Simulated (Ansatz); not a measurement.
**GeH3 (doublet): from Hartree-Fock to the top rungs at distance Ge1–H3 = 3.364 Å, 6-31G**

How much of the correlation energy of GeH3 (doublet) does each wave-function method recover here?

The runs use Ansatz 0.2.0, Gaussian basis; 6-31G, core rule «outside noble gas», up to 14 orbitals frozen.

The runs, in order: UHF; CCSD(T) on ROHF; CCSD(T) on UHF; BCCD(T) on ROHF; CISD as a restricted active space (open shells left free, so some higher excitations enter); CCSDT(Q) on ROHF; CCSDT(Q) on UHF; CASSCF and MRCISD+Q, 3 electrons in 3 orbitals; CASSCF and NEVPT2, 3 electrons in 3 orbitals; CASSCF and MRCISD+Q, 7 electrons in 7 orbitals; CASSCF and NEVPT2, 7 electrons in 7 orbitals; Full CI.

20 further runs of the same task are left out: 13 that didn't finish, 7 set aside as unsound or not needed. Runs told in other sessions of the task aren't counted.

**1. The system**

The geometry derives from a PBE0/def2-TZVP stationary point (not a proven minimum). One bond is set to the value named and the two fragments are kept rigid. No spin-orbit coupling is included. The filled d shell of Ge may be among the frozen orbitals whatever the setting's name suggests.

4 atoms, charge 0, spin multiplicity 2.

Atoms are counted from 1 here; the program's logs count them from 0.

Bond lengths: Ge1–H2 1.539 Å, Ge1–H4 1.539 Å. Angles: H2–Ge1–H4 111.2°.

**2. UHF**

in.yaml reads:

```yaml
crystal:
  periodic: [false, false, false]
  atoms:
    - {symbol: Ge, position_ang: [0.011855, -0.019924, -0.026109]}
    - {symbol: H, position_ang: [1.476827, -0.003032, 0.445194]}
    - {symbol: H, position_ang: [-1.623835, 2.736602, 0.994959]}
    - {symbol: H, position_ang: [-0.707329, -1.297700, 0.441458]}
basis:
  gaussian: {orbitals: 6-31G}
magnetization: {spin_polarized: true, initial_magnetization: 1}
hamiltonian: {xc: hf}
output: {orbitals: {seedname: orbitals}}
```

Command:

```console
$ ansatz run in.yaml --threads 1 --pin off --events-out ev --progress --plain --max-ram 2393MiB
```

The runs that follow: CCSD(T) on ROHF; CCSD(T) on UHF; BCCD(T) on ROHF; CISD as a restricted active space (open shells left free, so some higher excitations enter); CCSDT(Q) on ROHF; CCSDT(Q) on UHF; CASSCF and MRCISD+Q, 3 electrons in 3 orbitals; CASSCF and NEVPT2, 3 electrons in 3 orbitals; CASSCF and MRCISD+Q, 7 electrons in 7 orbitals; CASSCF and NEVPT2, 7 electrons in 7 orbitals; Full CI.

Before running them: what should the planned runs give, taken together? Wanted: FCI from the RHF energy; RMP2 from FCI; UMP2 from FCI; RCCSD from FCI; RCCSD(T) from FCI; UCCSD(T) from FCI; RCCSDT(Q) from FCI; UCCSDT(Q) from FCI; NEVPT2 pair from FCI.

As calculated:

| quantity | value |
| --- | --- |
| FCI from the ROHF energy | -1.7971 eV |
| RMP2 from FCI | +577.0 meV |
| UMP2 from FCI | +558.2 meV |
| RCCSD from FCI | +39.5 meV |
| RCCSD(T) from FCI | +18.1 meV |
| UCCSD(T) from FCI | +17.6 meV |
| RCCSDT(Q) from FCI | +1.2 meV |
| UCCSDT(Q) from FCI | +1.3 meV |
| NEVPT2 pair from FCI | +475.3 meV |
| MRCISD+Q pair from FCI | +2.8 meV |
| NEVPT2 valence from FCI | +169.2 meV |
| levels within 1 kcal/mol (43 meV) | RCCSD, UCCSD, RCCSD(T), UCCSD(T), BCCD(T), RCCSDT, UCCSDT, RCCSDT(Q), UCCSDT(Q), MRCISD+Q pair, MRCISD valence, MRCISD+Q valence |
| T1 diagnostic | 0.045 |
| effectively unpaired electrons | 1.14 |

RCCSD(T) misses by +18.1 meV, 1.0 % of the correlation energy. The occupations are near whole numbers, but T1 = 0.045 shows that the orbitals relax strongly. Of the multireference levels listed MRCISD+Q pair comes nearest in total energy (+2.8 meV), which doesn't show that its space is the better one. These misses are within one basis, not against nature; the frozen cores of restricted and unrestricted runs differ, which can shift their rows.

Levels on UHF freeze UHF's core orbitals, full CI those of ROHF, so the U rows can settle a little off it for that reason alone.
